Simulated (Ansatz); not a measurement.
## WAu: band structure with r2SCAN

The system is WAu.

```
CELL_PARAMETERS angstrom
0.00000 2.74798 2.74798
2.74798 0.00000 2.74798
2.74798 2.74798 0.00000
ATOMIC_POSITIONS crystal
W 0.00000 0.00000 0.00000
Au 0.75000 0.75000 0.75000
```

The cell was built by a generator and needn't be a form met in nature.

```json
{"Program": "Ansatz 0.2.0", "Task": "band structure", "Functional": "r2SCAN", "Potentials or basis": "Ansatz PAW", "Cutoff": "500 eV (not typed: the program's choice for these potentials)", "k mesh": "8 × 8 × 8", "Occupations": "fermi-dirac, width 0.05 eV", "Spin": "no spin polarisation", "Path": "[[\"G\", \"X\", \"W\", \"K\", \"G\", \"L\", \"U\", \"W\", \"L\", \"K\"], [\"U\", \"X\"]]", "Points for each segment of the path": "14"}
```

The pressure is 29.1 GPa and the band gap on the k mesh is none (metal or under the smearing width).

Levels at the corners of the path, in eV from the Fermi level:
```
point  band 13  band 14  band 15  band 16  band 17  band 18  band 19  band 20
    Γ    -6.67    -6.67    -0.92    -0.92    -0.92     2.23     2.23     9.89
    X    -6.03    -4.50    -3.29     0.44     1.65     2.04     2.04     3.86
    W    -6.20    -4.61    -1.88    -1.28     1.36     2.29     2.65     2.77
    K    -6.08    -4.70    -2.39    -0.24     0.62     1.83     2.25     3.01
    Γ    -6.67    -6.67    -0.92    -0.92    -0.92     2.23     2.23     9.89
    L    -6.77    -5.86    -2.26    -0.25    -0.25     1.91     1.91     2.79
    U    -6.08    -4.70    -2.39    -0.24     0.62     1.83     2.25     3.01
    W    -6.20    -4.61    -1.88    -1.28     1.36     2.29     2.65     2.77
    L    -6.77    -5.86    -2.26    -0.25    -0.25     1.91     1.91     2.79
    K    -6.08    -4.70    -2.39    -0.24     0.62     1.83     2.25     3.01
    U    -6.08    -4.70    -2.39    -0.24     0.62     1.83     2.25     3.01
    X    -6.03    -4.50    -3.29     0.44     1.65     2.04     2.04     3.86
```

Run time: 9.6 s on 2 threads of Arm Neoverse V2, with other jobs on the host, peak memory 0.44 GiB.

Caveat: a pressure of tens of GPa on the cell as given is suspect, and the run, the potentials or the cell itself is likely at fault; spin-orbit coupling is left out, which moves the levels of the heavy elements; the PAW data sets come from PBE, with cores solved anew for the run's functional, which leaves a small shift of forces and pressure.
